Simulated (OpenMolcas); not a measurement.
# Tc²⁺ among point charges: CASSCF and CASPT2 levels and susceptibility, part 1 of 2

Aim: the splitting of the states of Tc²⁺ in the field of 4 point charges, its lowest levels with spin-orbit coupling and its magnetic susceptibility.

Program: OpenMolcas 26.06. Level of theory: state-averaged CASSCF and CASPT2, spin-orbit coupling by RASSI with atomic mean-field integrals. These are calculated values, not measurements, unless marked.

## Step 1: The atom as given

```
Species                           : Tc²⁺ (technetium, Z = 43, 41 electrons)
Basis                             : ANO-RCC-VDZP [6s5p3d1f], 43 functions
Scalar Hamiltonian                : DKH2, point nucleus
Inactive shells                   : 1s 2s 2p 3s 3p 3d 4s 4p
Active space                      : 5 electrons in 5 orbitals (4d)
Some configurations of this space : 4d⁵
Orbitals                          : optimised for each spin and parity, averaged over all roots
```

Outer shells as boxes (Hund's rule):

4d5
```
4d [↑ ][↑ ][↑ ][↑ ][↑ ]
```

The ion sits among 4 point charges of -2 e arranged as a tetrahedron (Td), 2.1 Å from the ion.

Each step is its own input file, run in one work folder so that later steps find the files of earlier ones. Labels, J, g values, rates, χT and fits are worked out afterwards by a script from the matrices that RASSI stores.

## Step 2: GATEWAY and SEWARD: basis and integrals

Contents of a.inp:

```
&GATEWAY
Coord
1

Tc 0.0 0.0 0.0
Basis=ANO-RCC-VDZP
Group=NoSym
NoMove
AngMom=0.0 0.0 0.0
AMFI
XField
4 Angstrom 0
1.212436 1.212436 1.212436 -2.000000
1.212436 -1.212436 -1.212436 -2.000000
-1.212436 1.212436 -1.212436 -2.000000
-1.212436 -1.212436 1.212436 -2.000000
&SEWARD
```

Run with:

```bash
OMP_NUM_THREADS=1 MOLCAS_MEM=1689 MOLCAS_PROJECT=a pymolcas a.inp > a.log
```

What it wrote:

```text
Basis set label: TC.ANO-RCC...6S5P3D1F.

      Electronic valence basis set:
      ------------------
      Associated Effective Charge  43.000000 au
      Associated Actual Charge     43.000000 au
      Nuclear Model: Point charge

      Shell  nPrim  nBasis  Cartesian Spherical Contaminant
         s      21       6        X
         p      18       5        X
         d      13       3                 X
         f       6       1                 X
                  Relativistic Douglas-Kroll-Hess integrals:
                    - DKH order of Hamiltonian: 2
                    - DKH order of Properties : 0
                  Atomic mean-field integrals
```

## Step 3: CASSCF: sextets, 1 root

Contents of a.inp:

```
&RASSCF
FileOrb=start.orb
Symmetry=1
Spin=6
nActEl=5 0 0
Inactive=18
Ras2=5
CIRoot=1 1 1
SDav=1
CIMx=300
Iter=120 100
PrWF=0.3
OrbListing=Nothing
MaxOrb=0
>>> COPY $Project.JobIph JOB001
```

start.orb holds the contracted functions of the basis, ordered by shell, or the orbitals of the step before.

What it wrote (excerpt; [...] marks lines left out):

```text
[...]
      Number of active orbitals                  5
[...]
      Spin quantum number                      2.5
[...]
      Active orbitals                            5
[...]
      Number of CSFs                             1
      Number of root(s) required                 1
[...]
      Convergence after 11 iterations
[...]
      Natural orbitals and occupation numbers for root  1
      sym 1:   1.000000   1.000000   1.000000   1.000000   1.000000
::    RASSCF root number  1 Total energy:  -4285.83454988
```

## Step 4: CASSCF: quartets, 24 roots

Contents of a.inp:

```
&RASSCF
FileOrb=start.orb
Symmetry=1
Spin=4
nActEl=5 0 0
Inactive=18
Ras2=5
CIRoot=24 24 1
SDav=24
CIMx=300
Iter=120 100
PrWF=0.3
OrbListing=Nothing
MaxOrb=0
>>> COPY $Project.JobIph JOB002
```

What it wrote (excerpt; [...] marks lines left out):

```text
[...]
      Number of active orbitals                  5
[...]
      Spin quantum number                      1.5
[...]
      Active orbitals                            5
[...]
      Number of CSFs                            24
      Number of root(s) required                24
[...]
      Convergence after  9 iterations
[...]
      Natural orbitals and occupation numbers for root  1
      sym 1:   0.919415   0.987652   1.682205   0.322499   1.088229
      Natural orbitals and occupation numbers for root  2
      sym 1:   0.988358   0.269533   1.034511   0.975497   1.732102
      Natural orbitals and occupation numbers for root  3
      sym 1:   0.306883   0.984530   1.697822   0.939171   1.071593
::    RASSCF root number  1 Total energy:  -4285.73414102
::    RASSCF root number  2 Total energy:  -4285.73414102
::    RASSCF root number  3 Total energy:  -4285.73414102
[...]
::    RASSCF root number 21 Total energy:  -4285.65801277
::    RASSCF root number 22 Total energy:  -4285.65758688
::    RASSCF root number 23 Total energy:  -4285.65758688
::    RASSCF root number 24 Total energy:  -4285.65758688
```

## Step 5: CASSCF: doublets, 75 roots

Contents of a.inp:

```
&RASSCF
FileOrb=start.orb
Symmetry=1
Spin=2
nActEl=5 0 0
Inactive=18
Ras2=5
CIRoot=75 75 1
SDav=75
CIMx=300
Iter=120 100
PrWF=0.3
OrbListing=Nothing
MaxOrb=0
>>> COPY $Project.JobIph JOB003
```

Run with:

```bash
OMP_NUM_THREADS=1 MOLCAS_MEM=1689 MOLCAS_PROJECT=a pymolcas a.inp > a.log
```

What it wrote (excerpt; [...] marks lines left out):

```text
[...]
      Number of active orbitals                  5
[...]
      Spin quantum number                      0.5
[...]
      Active orbitals                            5
[...]
      Number of CSFs                            75
      Number of root(s) required                75
[...]
      Convergence after  9 iterations
[...]
      Natural orbitals and occupation numbers for root  1
      sym 1:   0.308425   1.685394   0.312948   0.993757   1.699476
      Natural orbitals and occupation numbers for root  2
      sym 1:   0.330703   0.340619   1.717994   0.963736   1.646949
      Natural orbitals and occupation numbers for root  3
      sym 1:   0.977586   0.332144   1.675707   0.314626   1.699937
::    RASSCF root number  1 Total energy:  -4285.69169232
::    RASSCF root number  2 Total energy:  -4285.69169232
::    RASSCF root number  3 Total energy:  -4285.69169232
[...]
::    RASSCF root number 27 Total energy:  -4285.65047652
::    RASSCF root number 28 Total energy:  -4285.65047652
::    RASSCF root number 29 Total energy:  -4285.64918703
::    RASSCF root number 30 Total energy:  -4285.64744261
```

## Step 6: RASSI: spin-orbit coupling between the states

Contents of a.inp:

```
&RASSI
NrOfJobIphs=3 1 24 75
1
1 2 3 4 5 6 7 8 9 10 11 12 13 14 15 16 17 18 19 20 21 22 23 24
1 2 3 4 5 6 7 8 9 10 11 12 13 14 15 16 17 18 19 20 21 22 23 24 25 26 27
28 29 30 31 32 33 34 35 36 37 38 39 40 41 42 43 44 45 46 47 48 49 50 51
52 53 54 55 56 57 58 59 60 61 62 63 64 65 66 67 68 69 70 71 72 73 74 75
IphNames
JOB001
JOB002
JOB003
EJob
SpinOrbit
DIPRint=1.0
SOCoupling=1000.0
Subsets=2
Property=9
'ANGMOM' 1 'ANGMOM' 2 'ANGMOM' 3 'MLTPL  1' 1 'MLTPL  1' 2 'MLTPL  1' 3
'AMFI' 1 'AMFI' 2 'AMFI' 3
SOProperty=3
'ANGMOM' 1 'ANGMOM' 2 'ANGMOM' 3
```

What it wrote (excerpt; [...] marks lines left out):

```text
SPIN-FREE ENERGIES:
  (Shifted by EMIN (a.u.) =      -4285.8345498844)
 SF State       Relative EMIN(au)   Rel lowest level(eV)    D:o, cm**(-1)      L_eff
     1             0.0000000000        0.0000000000              0.0000         0.0
     2             0.1004088667        2.7322644533          22037.1990         3.5
     3             0.1004088667        2.7322644533          22037.1990         3.5
     4             0.1004088667        2.7322644533          22037.1990         3.5
     5             0.1027821971        2.7968460650          22558.0848         3.8
     6             0.1027821971        2.7968460650          22558.0848         3.8
     7             0.1027821971        2.7968460650          22558.0848         3.8
     8             0.1048002999        2.8517614394          23001.0072         3.9
     9             0.1069877090        2.9112838737          23481.0880         3.9
    10             0.1069877090        2.9112838737          23481.0880         3.9
[...]
Eigenvalues of complex Hamiltonian:
   -----------------------------------
  (Shifted by EMIN (a.u.) =      -4285.8345498844)
 SO State       Relative EMIN(au)   Rel lowest level(eV)    D:o, cm**(-1)     J-value
     1            -0.0005741587        0.0000000000              0.0000         2.0
     2            -0.0005741587        0.0000000000              0.0000         2.0
     3            -0.0005739117        0.0000067220              0.0542         2.0
     4            -0.0005739117        0.0000067220              0.0542         2.2
     5            -0.0005739117        0.0000067220              0.0542         2.0
     6            -0.0005739117        0.0000067220              0.0542         1.6
     7             0.0993078491        2.7179278930          21921.5668         3.3
     8             0.0993078491        2.7179278930          21921.5668         2.2
     9             0.0993078491        2.7179278930          21921.5668         3.3
    10             0.0993078491        2.7179278930          21921.5668         2.4
    11             0.0996053472        2.7260232296          21986.8601         3.2
[...]
```

Time for these steps: 26 s (1 thread of Arm Neoverse V1, shared host).

States without spin-orbit coupling:

```
state  degeneracy  E (cm-1)  free-ion L (%)
  6A1           1         0         S (100)
  4T1           3     22037          G (81)
  4T2           3     22558          G (99)
  4A1           1     23001         G (100)
   4E           2     23481         G (100)
  4T2           3     27536          D (96)
  4T1           3     28293          P (81)
   4E           2     28883         D (100)
  2T2           3     31354          I (72)
  2A2           1     31745          I (83)
  2T1           3     32272          I (89)
  2T2           3     32765          I (94)
   2E           2     32912          I (92)
  2A1           1     33089         I (100)
  2T2           3     35696          D (53)
   2E           2     37319          D (70)
  4T1           3     38102          F (99)
  2T1           3     38464          F (77)
  2A2           1     38523          F (83)
  4A2           1     38745         F (100)
  4T2           3     38839          F (95)
  2T2           3     39136          G (37)
  2T1           3     40399          H (79)
  2A1           1     40682          G (98)
```

With spin-orbit coupling:

| E (cm-1) | Degeneracy | Label | 2S+1 | g |
| --- | --- | --- | --- | --- |
| 0.0 | 2 | Γ7 | 6 | 3.33 3.33 3.33 |
| 0.1 | 4 | Γ8 | 6 |  |
| 21922 | 4 | Γ8 | 4 |  |
| 21987 | 2 | Γ7 | 4 | 2.45 2.45 2.45 |
| 21989 | 2 | Γ6 | 4 | 2.77 2.77 2.77 |
| 22036 | 4 | Γ8 | 4 |  |
| 22476 | 2 | Γ6 | 4 | 3.16 3.16 3.16 |
| 22486 | 4 |  | 4 |  |
| 22612 | 2 | Γ7 | 4 | 1.57 1.57 1.57 |
| 22617 | 4 | Γ8 | 4 |  |
| 22998 | 4 | Γ8 | 4 |  |
| 23463 | 2 | Γ7 | 4 | 1.77 1.77 1.77 |
| 23483 | 4 | Γ8 | 4 |  |
| 23486 | 2 | Γ6 | 4 | 2.21 2.21 2.21 |
| 26825 | 4 | Γ8 | 4 |  |
| 26910 | 2 | Γ7 | 4 | 1.57 1.57 1.57 |
| 27064 | 4 | Γ8 | 4 |  |
| 27511 | 2 | Γ6 | 4 | 0.26 0.26 0.26 |
| 27651 | 2 | Γ7 | 4 | 0.29 0.29 0.29 |
| 28174 | 4 | Γ8 | 4 |  |
| 28448 | 2 | Γ6 | 4 | 0.03 0.03 0.03 |
| 29051 | 2 | Γ6 | 4 | 0.84 0.84 0.84 |
| 29079 | 4 | Γ8 | 4 |  |
| 29435 | 4 | Γ8 | 4 |  |

The table of states holds 24 of 43 computed; the rest, higher up, is left out. Principal g values are given for doublets only; a zero marks a field direction without first-order Zeeman splitting.

Powder χT (cm³ K/mol): 4.38 at 2 K, 4.38 at 5 K, 4.38 at 10 K, 4.38 at 20 K, 4.38 at 50 K, 4.38 at 100 K, 4.38 at 150 K, 4.38 at 200 K, 4.38 at 250 K, 4.38 at 300 K.

A ligand-field fit to the states below 45000 cm-1 gives 10Dq = -2810 cm-1, B = 726 cm-1 and C = 3126 cm-1 (C/B = 4.30), with a deviation of 229 cm-1.

Orbitals of the lowest block (energies include the constant potential of the surroundings):

```
shell     space  energy (hartree)  mean occupation  ⟨r²⟩ (bohr²)
   1s  inactive         -775.9733            2.000       0.00155
   2s  inactive         -112.4096            2.000        0.0262
   2p  inactive         -100.2774            6.000        0.0207
   3s  inactive          -19.6867            2.000         0.195
   3p  inactive          -15.5853            6.000         0.199
   3d  inactive           -8.9300           10.000         0.189
   4s  inactive           -1.9296            2.000          1.28
   4p  inactive           -0.6979            6.000          1.58
   4d      RAS2                              5.000          3.48
```

(Continued in part 2 of 2.)
